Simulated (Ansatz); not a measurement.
# C2HF3Ge: the cost of one run

Program: Ansatz 0.2.0, Gaussian basis. Level of theory: the settings change from run to run. These are calculated values, not measurements.

## (1) The relaxed structure

The structure was relaxed beforehand with PBE0-D4 in a triple-zeta def2 set.

SMILES `C#[C][Ge]([F])([F])[F]`, 7 atoms, charge 0, spin multiplicity 1.

Atoms are counted from 1 here; the program's logs count them from 0.

Bond lengths: C1–C2 1.202 Å, C1–H7 1.067 Å, C2–Ge3 1.860 Å, Ge3–F4 1.703 Å, Ge3–F5 1.703 Å, Ge3–F6 1.703 Å. Angles: C2–C1–H7 180.0°, C1–C2–Ge3 180.0°, C2–Ge3–F4 112.1°, C2–Ge3–F5 112.1°, C2–Ge3–F6 112.1°, F4–Ge3–F5 106.7°, F4–Ge3–F6 106.7°, F5–Ge3–F6 106.7°.

## (2) wB97/aug-cc-pVDZ

This run has multiplicity 3, a point charge of 0.50 e beside it, relativity set to scalar.

Contents of in.yaml:

```yaml
crystal:
  periodic: [false, false, false]
  atoms:
    - {symbol: C, position_ang: [0.576564, -1.925378, 0.422949]}
    - {symbol: C, position_ang: [0.242531, -0.798916, 0.170398]}
    - {symbol: Ge, position_ang: [-0.274131, 0.944376, -0.220420]}
    - {symbol: F, position_ang: [-1.801075, 1.008027, -0.971545]}
    - {symbol: F, position_ang: [0.820267, 1.717420, -1.271367]}
    - {symbol: F, position_ang: [-0.376067, 1.911876, 1.177204]}
    - {symbol: H, position_ang: [0.873109, -2.925505, 0.647180]}
basis:
  gaussian: {orbitals: aug-cc-pVDZ, point_charges: [{charge: 0.50, position_ang: [4.687, -0.087, 0.052]}]}
magnetization: {spin_polarized: true, initial_magnetization: 2}
hamiltonian: {xc: {name: wB97}, pseudopotentials: {relativity: scalar}}
output: {forces: true}
```

Started as:

```bash
$ ansatz run in.yaml --threads 4 --pin off --events-out ev --progress --plain --max-ram 10444MiB
```

Q: Estimate wall time and peak memory on 4 threads of Arm Neoverse V1, shared host.

About 2.1 min, with a peak of 0.96 GiB.
